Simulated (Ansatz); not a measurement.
# TaCl3F: the cost of one run

Method: DFT PBE, scalar-relativistic, plane waves, PAW, in Ansatz 0.2.0.

### Step 1. The starting structure

The structure is cubic, space group Pm-3m (No. 221). Conventional cell: a = 4.618 Å, b = 4.618 Å, c = 4.618 Å, α = 90.00°, β = 90.00°, γ = 90.00°. Around Ta (site symmetry m-3m) lie 6 Cl at 2.31 Å. Around Cl (site symmetry 4/mmm) lie 2 Ta at 2.31 Å. F (site symmetry m-3m) has 12 Cl at 3.27 Å in its first shell of neighbours.

Coordinates:

```
CELL_PARAMETERS angstrom
4.61769 0.00000 0.00000
0.00000 4.61769 0.00000
0.00000 0.00000 4.61769
ATOMIC_POSITIONS crystal
Ta 0.50000 0.50000 0.50000
Cl 0.00000 0.50000 0.50000
Cl 0.50000 0.00000 0.50000
Cl 0.50000 0.50000 0.00000
F 0.00000 0.00000 0.00000
```

Recipe of the guess: species swapped into a database cell of TiPbO3 (Pm-3m, No. 221), with Ta on the Ti sites, F on the Pb sites and Cl on the O sites. The dimensions are guesses.

### Step 2. The guess as it stands, on a coarse mesh

Contents of input.yaml:

```yaml
crystal:
  lattice:
    - [4.61768505, 0.0, 0.0]
    - [0.0, 4.61768505, 0.0]
    - [0.0, 0.0, 4.61768505]
  atoms:
    - { symbol: Ta, position: [0.5, 0.5, 0.5] }
    - { symbol: Cl, position: [0.0, 0.5, 0.5] }
    - { symbol: Cl, position: [0.5, 0.0, 0.5] }
    - { symbol: Cl, position: [0.5, 0.5, 0.0] }
    - { symbol: F, position: [0.0, 0.0, 0.0] }
basis:
  ecutwfc: 420
kpoints:
  mp_grid: { grid: [4, 4, 4] }
hamiltonian:
  xc: pbe
scf:
  occupations: { method: gaussian, width: 0.1 }
  lower_state_search: "off"
output:
  forces: true
  stress: true
  eigenvalues: true
```

Run with:

```bash
ansatz run input.yaml --threads 1 --pin off --max-ram 2560MiB --backend cpu --events-out ev --progress --plain --runs-dir out
```

**Question.** How long does this run take on 1 thread of Intel Xeon at 2.50GHz (Skylake/Cascade Lake), shared host, and how much memory does it need?

About 5.7 s, with a peak of 0.35 GiB.
